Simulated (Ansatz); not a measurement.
**C₂H₉BN₂: up Jacob's ladder to CCSD(T)**

The task here is to estimate one member of a computed series from the others.

Program: Ansatz 0.2.0, Gaussian basis. Level of theory: functionals in def2-TZVPP, the program's frozen cores in correlated methods. These are calculated values, not measurements.

The runs, in order: LDA (SPW92), PBE-D4, revPBE-D4, BLYP-D4, r2SCAN-D4, B97M-V, PBE0-D4, B3LYP-D4, r2SCANh-D4, r2SCAN0-D4, HSE06-D4, BHLYP-D4, CAM-B3LYP-D4, LC-ωPBE, ωB97X-V, ωB97M-V, B2PLYP, PBE-QIDH; CCSD(T)/def2-SVP; CCSD(T)/def2-TZVPP; MP2/def2-QZVPP; extrapolation to the limit; RPA on PBE.

**Structure used throughout**

All runs share one geometry, relaxed beforehand with PBE0-D4 in a triple-zeta def2 set.

14 atoms, charge 0, spin multiplicity 1.

Atoms are counted from 1 here; the program's logs count them from 0.

Bond lengths: C1–N2 1.437 Å, C1–H6 1.090 Å, C1–H7 1.098 Å, C1–H8 1.098 Å, N2–C3 1.439 Å, N2–B4 1.411 Å, C3–H9 1.089 Å, C3–H10 1.099 Å, C3–H11 1.099 Å, B4–N5 1.411 Å, B4–H12 1.200 Å, N5–H13 1.004 Å, N5–H14 1.003 Å. Angles: N2–C1–H6 111.4°, N2–C1–H7 111.4°, N2–C1–H8 111.3°, H6–C1–H7 107.6°, H6–C1–H8 107.6°, H7–C1–H8 107.3°, C1–N2–C3 113.2°, C1–N2–B4 124.8°, C3–N2–B4 122.0°, N2–C3–H9 109.9°, N2–C3–H10 111.4°, N2–C3–H11 111.5°, H9–C3–H10 108.3°, H9–C3–H11 108.3°, H10–C3–H11 107.3°, N2–B4–N5 124.4°, N2–B4–H12 117.8°, N5–B4–H12 117.8° and more.

As a file:

```
C    -0.7334   -0.2821    1.1737
N     0.2011   -0.2239    0.0833
C     1.2659   -1.1850    0.1971
B     0.1117    0.6668   -1.0073
N    -0.9122    1.6239   -1.1734
H    -1.5188    0.4655    1.0640
H    -1.2169   -1.2663    1.2350
H    -0.2355   -0.1014    2.1357
H     1.9408   -1.0935   -0.6531
H     1.8467   -1.0332    1.1171
H     0.8787   -2.2128    0.2214
H     0.9638    0.6071   -1.8504
H    -1.6808    1.7722   -0.5449
H    -0.9243    2.2334   -1.9693
```

The first run:

in.yaml reads:

```yaml
crystal:
  periodic: [false, false, false]
  atoms:
    - {symbol: C, position_ang: [-0.733371, -0.282122, 1.173700]}
    - {symbol: N, position_ang: [0.201113, -0.223927, 0.083252]}
    - {symbol: C, position_ang: [1.265948, -1.185026, 0.197106]}
    - {symbol: B, position_ang: [0.111662, 0.666796, -1.007328]}
    - {symbol: N, position_ang: [-0.912194, 1.623881, -1.173417]}
    - {symbol: H, position_ang: [-1.518774, 0.465528, 1.064014]}
    - {symbol: H, position_ang: [-1.216879, -1.266322, 1.235014]}
    - {symbol: H, position_ang: [-0.235506, -0.101394, 2.135667]}
    - {symbol: H, position_ang: [1.940841, -1.093508, -0.653147]}
    - {symbol: H, position_ang: [1.846717, -1.033201, 1.117127]}
    - {symbol: H, position_ang: [0.878679, -2.212814, 0.221417]}
    - {symbol: H, position_ang: [0.963824, 0.607101, -1.850366]}
    - {symbol: H, position_ang: [-1.680761, 1.772180, -0.544875]}
    - {symbol: H, position_ang: [-0.924299, 2.233429, -1.969264]}
basis:
  gaussian: {orbitals: def2-TZVPP}
hamiltonian: {xc: lda}
output: {orbitals: {seedname: orbitals}}
```

Among the steps run: LDA; PBE-D4 (GGA); revPBE-D4 (GGA); BLYP-D4 (GGA); r2SCAN-D4 (meta-GGA); B97M-V (meta-GGA); PBE0-D4 (hybrid); B3LYP-D4 (hybrid); r2SCANh-D4 (hybrid); r2SCAN0-D4 (hybrid); HSE06-D4 (hybrid); BHLYP-D4 (hybrid); CAM-B3LYP-D4 (range-separated); LC-ωPBE-D4 (range-separated; the results give it without D4); ωB97X-V (range-separated); ωB97M-V (range-separated); B2PLYP (double hybrid); PBE-QIDH (double hybrid).

One table of the session follows, with a row left open; its other results are not shown here.

It belongs to the step «Frontier levels by functional». 

| functional | HOMO (eV) | LUMO (eV) | gap (eV) |
| --- | --- | --- | --- |
| LDA (SPW92) | -5.08 | 0.11 | 5.19 |
| PBE-D4 | -4.95 | 0.25 | 5.19 |
| revPBE-D4 | ? | ? | ? |
| BLYP-D4 | -4.83 | 0.22 | 5.06 |
| r2SCAN-D4 | -5.17 | 1.01 | 6.18 |
| B97M-V | -5.31 | 0.40 | 5.71 |
| PBE0-D4 | -6.22 | 1.05 | 7.28 |
| B3LYP-D4 | -6.01 | 0.71 | 6.72 |
| r2SCANh-D4 | -5.66 | 1.23 | 6.89 |
| r2SCAN0-D4 | -6.39 | 1.55 | 7.94 |
| HSE06-D4 | -5.82 | 0.69 | 6.51 |
| BHLYP-D4 | -7.45 | 1.62 | 9.07 |
| CAM-B3LYP-D4 | -7.59 | 1.78 | 9.37 |
| LC-ωPBE | -8.92 | 3.08 | 12.00 |
| ωB97X-V | -8.58 | 2.86 | 11.45 |
| ωB97M-V | -8.51 | 2.39 | 10.90 |

Q: Estimate the row for revPBE-D4 from the others.

**Answer.** HOMO (eV): -4.89; LUMO (eV): 0.32; gap (eV): 5.21. In the column «HOMO (eV)» it lies between PBE-D4 (-4.95) and BLYP-D4 (-4.83).
